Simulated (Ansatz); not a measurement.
# Mg₂ZnO₃, space group P-3m1: a scan of the Hubbard U

Program: Ansatz 0.2.0, Python API.

The script, `run_plus_u.py`:
```python
# -*- coding: utf-8 -*-
"""How the states of Mg2ZnO3 follow the Hubbard U."""

import ansatz as az
import numpy as np


def count_gap(report):
    # lowest empty less highest filled band, counting bands; zero where they overlap
    return max(report.get("gap_by_band_count_ev") or 0.0, 0.0)

crystal = (
    az.Lattice.of((3.032999, 0.0, 0.0), (-1.516499, 2.626654, 0.0), (0.0, 0.0, 7.403316))
    .atom("Mg", (1 / 3, 2 / 3, 0.6658))
    .atom("Mg", (2 / 3, 1 / 3, 0.3342))
    .atom("Zn", (0.0, 0.0, 0.0))
    .atom("O", (1 / 3, 2 / 3, 0.172619))
    .atom("O", (2 / 3, 1 / 3, 0.827381))
    .atom("O", (0.0, 0.0, 0.5))
)

setup = (
    crystal.calculation()
    .functional("pbesol", dispersion="D3(BJ)")
    .basis(260)
    .accuracy("medium")
    .kpoints(5, 5, 2, center="monkhorst-pack")
    .occupations("fixed")
    .eigensolver("auto", full_accuracy=True)
    .scf(tolerance=1e-06, max_iterations=60)
    .band_table()
)
rows = []
for u in [0.0, 2.0, 4.0, 6.0]:
    data = setup.hubbard("Zn", "d", u_eff=u, projectors="atomic").run(threads=1).report
    shell = data["hubbard"]["n_scf"]
    rows.append((u, count_gap(data), sum(shell) / len(shell), data["n_iterations"]))
print("      U_eff eV  gap by band count eV  Zn d occupation (projector)      iterations")
for row in rows:
    print(f"{str(row[0]):>14s}  {row[1]:20.3f}  {row[2]:27.4f}  {row[3]:14d}")
```

```console
$ python run_plus_u.py
DeckWarning: basis.ecutwfc = 260 eV is below the records' recommended 420 eV, and the density's cutoff is lower with it unless basis.ecutrho_ratio is high enough to keep the records' density cutoff: compare with a run at a higher cutoff
DeckWarning: basis.ecutrho_ratio 4 (ecutrho = 1040 eV, dense FFT grid 16×16×40): the grid does not resolve the core-correction charge of O (measure 0.09 e/Å^2.5); warned from 0.08. The energy and each atom's force then go with where the atoms sit on the grid: [...]
      U_eff eV  gap by band count eV  Zn d occupation (projector)      iterations
           0.0                 3.235                       9.6781               9
           2.0                 3.278                       9.6785               9
           4.0                 3.309                       9.6789               9
           6.0                 3.332                       9.6793               9
```
(Warnings from the package without file and line, shortened.)

From U = 0 to 6 eV the gap on the mesh goes from 3.23 eV to 3.33 eV.

Notes:
- The cutoff lies under the one recommended for these potentials.
- Semilocal gaps usually lie well under measured ones.
- U, its shell and the double counting are chosen to explore, and aren't derived for this compound.
- The Fermi level of a run with fixed occupations marks the highest occupied state on its mesh, not mid-gap.
- Energy and stress may still move on a finer k-point mesh.
- This mesh misses the zone centre, where many direct gaps lie, so the gap can be several times too large.
- The structure comes from a database of computed cells and needn't be a stable or known phase.
- Levels are Kohn-Sham eigenvalues on this mesh.
- Shell occupations and the effect of U depend on the projectors; a run with no .spin step is spin-unpolarised, and each U may end in a state that isn't the lowest.
- Run time: 5.2 s on 1 thread of Arm Neoverse V1 (shared host), peak memory 0.33 GiB.

(A comment or docstring line of the script was reworded after the run, the code is as it ran; lines on the test bed's own set-up are left out of the output.)
